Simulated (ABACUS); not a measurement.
NaLaMnMoO6 in ABACUS: the effect of starting spin order

Crystal: NaLaMnMoO6.

```
Na La Mn Mo O
1.0
    -2.72294    2.72294    3.89889
     2.72294   -2.72294    3.89889
     2.72294    2.72294   -3.89889
Na La Mn Mo O
1 1 1 1 6
Direct
  0.25000 0.75000 0.50000
  0.75000 0.25000 0.50000
  0.50000 0.50000 0.00000
  0.00000 0.00000 0.00000
  0.20766 0.29607 0.50371
  0.29605 0.79234 0.08841
  0.79236 0.70395 0.49629
  0.70393 0.20764 0.91159
  0.25194 0.25194 0.00000
  0.74806 0.74806 0.00000
```

The cell was built by a generator and needn't be a form met in nature.

Alike in all runs:

| Quantity | Value |
| --- | --- |
| Program | ABACUS 3.10.1 |
| Task | single point |
| Functional | PBE |
| Potentials or basis | PseudoDojo NC SR 0.4.1 PBE standard |
| Cutoff | 1510 eV |
| Density cutoff | 6041 eV |
| Basis | DZP LCAO (the cutoffs set its grid) |
| k mesh | 4 × 4 × 4 |
| Occupations | fermi-dirac, width 0.05 eV |

Q: One run gave: energy over the lowest run 63.3 meV/atom; final net moment 0.00 μB; final largest site moment 0.00 μB. Which starting spin order did it use?
A. fm
B. no spin
C. ferri
D. fm, larger start moments
E. afm

A: B.

```csv
starting spin order,spin,starting moments,energy over the lowest run (meV/atom),final net moment (μB),final largest site moment (μB)
no spin,no spin polarisation,-,63.3,0.00,0.00
fm,"collinear spin, ferromagnetic start","[0.0, 0.0, 4.0, 1.0, 0.0, 0.0, 0.0, 0.0, 0.0, 0.0] μB",0.0,2.03,2.72
"fm, larger start moments","collinear spin, ferromagnetic start","[0.0, 0.0, 5.5, 2.5, 0.0, 0.0, 0.0, 0.0, 0.0, 0.0] μB",0.0,2.03,2.72
afm,"collinear spin, antiferromagnetic start","[0.0, 0.0, 4.0, -1.0, 0.0, 0.0, 0.0, 0.0, 0.0, 0.0] μB",0.0,2.03,2.72
ferri,"collinear spin, ferrimagnetic start","[0.0, 0.0, 4.0, -0.5, 0.0, 0.0, 0.0, 0.0, 0.0, 0.0] μB",0.0,2.03,2.72
```

Caveats: all runs use coarse meshes; the atomic orbitals were generated for these runs and aren't a published set; a cell with one magnetic atom can't hold antiferromagnetic order, which such compounds often take (some runs); an odd number of electrons without spin polarisation forces a metal (some runs); a magnetic or distorted state may lie lower (some runs).
